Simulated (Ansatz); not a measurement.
# CrH10S2N4O8: the cost of one run

Method: DFT, r2SCAN, plane-wave PAW, default files, scalar-relativistic, as far as a step names no other, in Ansatz 0.2.0.

2 further runs of the same task are left out: 1 that didn't finish, 1 set aside as unsound or not needed.

## 1. The system as given

It takes space group P-1 (No. 2, triclinic). Conventional cell: a = 5.457 Å, b = 5.709 Å, c = 7.266 Å, α = 91.83°, β = 103.49°, γ = 97.60°. Cr (site symmetry -1) has 4 O at 2.07 to 2.12 Å and 2 N at 2.09 Å as nearest neighbours. Around H (site symmetry 1) lie 1 N at 1.03 Å. H (site symmetry 1) is surrounded by 1 N at 1.02 Å. H (site symmetry 1) is surrounded by 1 N at 1.04 Å. S (site symmetry 1) is surrounded by 4 O at 1.47 to 1.50 Å. Around N (site symmetry 1) lie 2 H at 1.02 to 1.03 Å. Only part of the 13 independent sites is listed.

Coordinates:

```
Cr H S N O
1.0
     5.45680    0.00000    0.00000
    -0.75468    5.65910    0.00000
    -1.69540   -0.46019    7.05064
Cr H S N O
1 10 2 4 8
Direct
  0.00000 0.00000 0.00000
  0.88291 0.70949 0.25550
  0.11709 0.29051 0.74450
  0.08887 0.93186 0.36532
  0.91113 0.06814 0.63468
  0.41602 0.77765 0.28763
  0.58398 0.22235 0.71237
  0.26396 0.59656 0.41649
  0.73604 0.40344 0.58351
  0.21602 0.53933 0.17834
  0.78398 0.46067 0.82166
  0.61639 0.23562 0.21282
  0.38361 0.76438 0.78718
  0.04602 0.81729 0.24779
  0.95398 0.18271 0.75221
  0.24731 0.66849 0.28552
  0.75269 0.33151 0.71448
  0.80133 0.24966 0.08842
  0.19867 0.75034 0.91158
  0.35066 0.22683 0.09402
  0.64934 0.77317 0.90598
  0.67818 0.45592 0.33738
  0.32182 0.54408 0.66262
  0.64196 0.02871 0.32812
  0.35804 0.97129 0.67188
```

The earlier run gave: gap on the mesh 0.34 eV, largest force 0.021 eV/Å, pressure -1.2 GPa.

Site by site (atoms counted from 1):

```tsv
site	atoms	first shell	V_zz (10²¹ V/m²)	η	C_Q (MHz)
Cr	1	4 H at 2.64–2.66 Å, 4 O at 2.07–2.12 Å, 2 N at 2.09 Å	-16.53	0.65	60.0 (⁵³Cr)
H2	2, 3	1 N at 1.03 Å; also 1 O at 1.91 Å, 1 N at 2.00 Å	2.91	0.14	0.201 (²H)
H4	4, 5	1 N at 1.02 Å; also 1 N at 1.97 Å	3.32	0.11	0.230 (²H)
H6	6, 7	1 N at 1.04 Å; also 1 O at 1.73 Å, 1 N at 2.02 Å	2.45	0.06	0.170 (²H)
H8	8, 9	1 N at 1.04 Å; also 1 O at 1.78 Å, 1 N at 2.08 Å	2.48	0.07	0.172 (²H)
H10	10, 11	1 N at 1.02 Å; also 1 N at 2.05 Å, 1 O at 2.14 Å	3.05	0.07	0.210 (²H)
S	12, 13	4 O at 1.47–1.50 Å	-1.13	0.36	1.89 (³³S)
N14	14, 15	2 H at 1.02–1.03 Å, 1 N at 1.46 Å, 1 Cr at 2.09 Å; also 3 H at 2.02–2.08 Å	10.40	0.85	5.14 (¹⁴N)
N16	16, 17	3 H at 1.02–1.04 Å, 1 N at 1.46 Å; also 2 H at 1.97–2.00 Å, 1 Cr at 3.05 Å	6.11	0.19	3.02 (¹⁴N)
O18	18, 19	2 H at 2.30–2.56 Å, 1 S at 1.50 Å, 1 Cr at 2.07 Å, angle 132°	14.30	0.07	-8.85 (¹⁷O)
O20	20, 21	2 H at 2.14–2.62 Å, 1 S at 1.50 Å, 1 Cr at 2.12 Å, angle 142°	14.54	0.01	-9.00 (¹⁷O)
O22	22, 23	1 S at 1.48 Å; also 2 H at 1.78–1.91 Å	13.42	0.10	-8.30 (¹⁷O)
O24	24, 25	1 S at 1.47 Å; also 1 H at 1.73 Å	13.18	0.13	-8.15 (¹⁷O)
```

V_zz is the principal component of the electric field gradient with the largest magnitude, η = (V_xx − V_yy)/V_zz and C_Q = eQV_zz/h. Quadrupole moments are those of Pyykkö's year-2017 table.

## 2. A check on settings: crystal.symmetry = detect: false, total_charge = -1

input.yaml

```yaml
crystal:
  lattice:
    - [5.4568, 0.0, 0.0]
    - [-0.7546831054, 5.659100463, 0.0]
    - [-1.6953974845, -0.4601876033, 7.0506394872]
  atoms:
    - { symbol: Cr, position: [0.0, 0.0, 0.0] }
    - { symbol: H, position: [0.8829147789, 0.7094881068, 0.2554969304] }
    - { symbol: H, position: [0.1170852211, 0.2905118932, 0.7445030696] }
    - { symbol: H, position: [0.0888663924, 0.9318571378, 0.3653222434] }
    - { symbol: H, position: [0.9111336076, 0.0681428622, 0.6346777566] }
    - { symbol: H, position: [0.416018208, 0.777646559, 0.2876346657] }
    - { symbol: H, position: [0.583981792, 0.222353441, 0.7123653343] }
    - { symbol: H, position: [0.2639646962, 0.5965610509, 0.4164944665] }
    - { symbol: H, position: [0.7360353038, 0.4034389491, 0.5835055335] }
    - { symbol: H, position: [0.2160190038, 0.5393319649, 0.1783426895] }
    - { symbol: H, position: [0.7839809962, 0.4606680351, 0.8216573105] }
    - { symbol: S, position: [0.6163898576, 0.2356241692, 0.2128209764] }
    - { symbol: S, position: [0.3836101424, 0.7643758308, 0.7871790236] }
    - { symbol: "N", position: [0.0460180381, 0.8172923837, 0.2477884798] }
    - { symbol: "N", position: [0.9539819619, 0.1827076163, 0.7522115202] }
    - { symbol: "N", position: [0.2473085467, 0.6684944883, 0.2855172701] }
    - { symbol: "N", position: [0.7526914533, 0.3315055117, 0.7144827299] }
    - { symbol: O, position: [0.8013315922, 0.2496624622, 0.0884158611] }
    - { symbol: O, position: [0.1986684078, 0.7503375378, 0.9115841389] }
    - { symbol: O, position: [0.3506633206, 0.2268278817, 0.094022138] }
    - { symbol: O, position: [0.6493366794, 0.7731721183, 0.905977862] }
    - { symbol: O, position: [0.6781812001, 0.455922773, 0.3373832084] }
    - { symbol: O, position: [0.3218187999, 0.544077227, 0.6626167916] }
    - { symbol: O, position: [0.6419585475, 0.0287067648, 0.3281163179] }
    - { symbol: O, position: [0.3580414525, 0.9712932352, 0.6718836821] }
  symmetry: { detect: false }
kpoints:
  mp_grid: { grid: [4, 4, 3] }
scf:
  occupations: { method: fermi_dirac, width: 0.02 }
hamiltonian:
  xc: r2scan
  pseudopotentials: { kind: paw }
output:
  forces: true
  stress: true
  populations: true
  efg:
    quadrupole_moments_barn: { Cr: -0.15, H: 0.00285783, S: -0.0694, "N": 0.02044, O: -0.02558 }
    contact_densities: true
total_charge: -1
```

Run with:

```sh
ansatz run input.yaml --threads 4 --pin off --max-ram 8192MiB --backend cpu --events-out ev --progress --plain --runs-dir out
```

Q: Estimate wall time and peak memory on 4 threads of AMD EPYC 7R43 (Zen 3), shared host.

About 36 s, with a peak of 1.3 GiB.
